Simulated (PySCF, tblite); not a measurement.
# B₃N₄H₈+, a small gas-phase stand-in for a defect centre (BN ring, N edge): NMR shifts, core binding energies and electronic excitations

Aim: the NMR shifts, core binding energies and electronic excitations of `[NH3+]N1BNBNB1`. It is drawn as: protonated amine.

Programs: tblite 0.8.0 and PySCF 2.14.0. All values are calculated, for the isolated system unless a continuum is named. Atoms count from 0, parts from 1.

## 1. The system as given

15 atoms, charge 1, multiplicity 1; geometry: distance geometry start.

## 2. Geometry optimisation with GFN2-xTB

The job: settings as JSON, then the geometry in Å.

```
{"job": {"kind": "relax", "xc": "GFN2-xTB", "basis": "xTB"}, "charge": 1, "multiplicity": 1}
B     -0.061982    -1.247040     0.028114
N     -1.570142    -1.195551    -0.175935
B     -2.109276     0.126999     0.251262
N     -1.382657     1.428404    -0.111137
B      0.089214     1.184940     0.217736
N      0.725504    -0.026334    -0.457953
N      2.083877    -0.114279    -0.268115
H      0.340760    -1.813221     1.004029
H     -1.859763    -1.514112    -1.119922
H     -2.731057     0.183397     1.257266
H     -1.436774     1.562460    -1.164897
H      0.613724     1.683485     1.158143
H      2.472363     0.852146    -0.426384
H      2.284617    -0.336205     0.724322
H      2.566095    -0.746189    -0.950438
```

Method: GFN2-xTB geometry optimisation, gas phase.

The run is started by

```bash
$ OMP_NUM_THREADS=1 python cluster_run.py task.json out
```

One launch serves the whole session: the jobs run in the order shown.

**Question.** The jobs that follow are: PBE0-D3(BJ)/def2-SVP geometry optimisation, gas phase; GIAO PBE0/pcSseg-1 NMR shielding, non-relativistic, gas phase; delta-SCF UKS SCAN, pcX-2 on the ionised atom, pcseg-1 elsewhere, spin-free X2C; TDDFT CAM-B3LYP/def2-SVPD, vertical, gas phase, core orbitals frozen in the response. Predict: point group; rotational constants (main isotopes); 1H shifts against TMS (PBE0/pcSseg-1, means over atoms taken as alike); 11B shifts against BF3·OEt2 (PBE0/pcSseg-1); 15N shifts against NH3 (PBE0/pcSseg-1); N1s binding energies, SCAN/pcX-2 (standing for 3 of 4 atoms); B1s binding energies, SCAN/pcX-2 (standing for 2 of 3 atoms); lowest singlet (CAM-B3LYP/def2-SVPD); brightest single state of those computed; lowest triplet; vertical ionisation energy (ΔSCF); vertical electron affinity (ΔSCF).

**Answer**, as computed:

| quantity | value |
| --- | --- |
| point group | Cs |
| rotational constants (main isotopes) | 5.04, 2.43, 1.65 GHz |
| 1H shifts against TMS (PBE0/pcSseg-1, means over atoms taken as alike) | 6.83, 6.71, 6.71, 6.40, 5.18, 5.18, 4.97 ppm |
| 11B shifts against BF3·OEt2 (PBE0/pcSseg-1) | 30.1, 27.8, 27.4 ppm |
| 15N shifts against NH3 (PBE0/pcSseg-1) | 159.3, 149.1, 147.1, 92.7 ppm |
| N1s binding energies, SCAN/pcX-2 (standing for 3 of 4 atoms) | N6 415.56, N5 411.26, N1 409.04 eV |
| B1s binding energies, SCAN/pcX-2 (standing for 2 of 3 atoms) | B4 200.75, B0 200.72 eV |
| lowest singlet (CAM-B3LYP/def2-SVPD) | 6.90 eV (180 nm), f = 0.012 |
| brightest single state of those computed | state 5, 7.86 eV, f = 0.317 |
| lowest triplet | 6.16 eV |
| vertical ionisation energy (ΔSCF) | 14.75 eV |
| vertical electron affinity (ΔSCF) | 3.38 eV |

What this shows: The start of the PBE0/def2-SVP relaxation was shaken at random by about 0.01 Å, so part of the energy gained, and of the first lengths quoted, undoes that. The optimisation took 6 steps and gained 0.250 eV; among the close pairs (by a distance rule), B0–H7 changed most, from 1.141 to 1.205 Å (PBE0/def2-SVP). Hydrogens of an XH3 group are listed apart at this fixed geometry; free rotation makes them one line at their mean. At SCAN/pcX-2: The N1s levels kept as sound span 6.52 eV, from N1 (nitrogen bonded to 2 B, H) up to N6 (nitrogen bonded to N, 3 H). Only 3 of the 4 N atoms are covered by sound results. At SCAN/pcX-2: the B1s levels computed lie within 0.03 eV of one another, too close to rank. Only 2 of the 3 B atoms are covered by sound results. The first singlet state (HOMO→LUMO+2 0.36, HOMO−1→LUMO+1 0.34) lies at 6.90 eV and is weak; of the 6 states computed, the strongest absorption comes from state 5 at 7.86 eV. The lowest triplet lies 0.75 eV below the lowest singlet (triplets in Tamm-Dancoff, singlets in full TDDFT). The orbital energy would give 13.97 eV for ionisation, ΔSCF gives 14.75 eV. A capped cluster stands for the solid here, so long-range fields and strain are missing, and bands or shifts of the capping hydrogens have no counterpart in it.
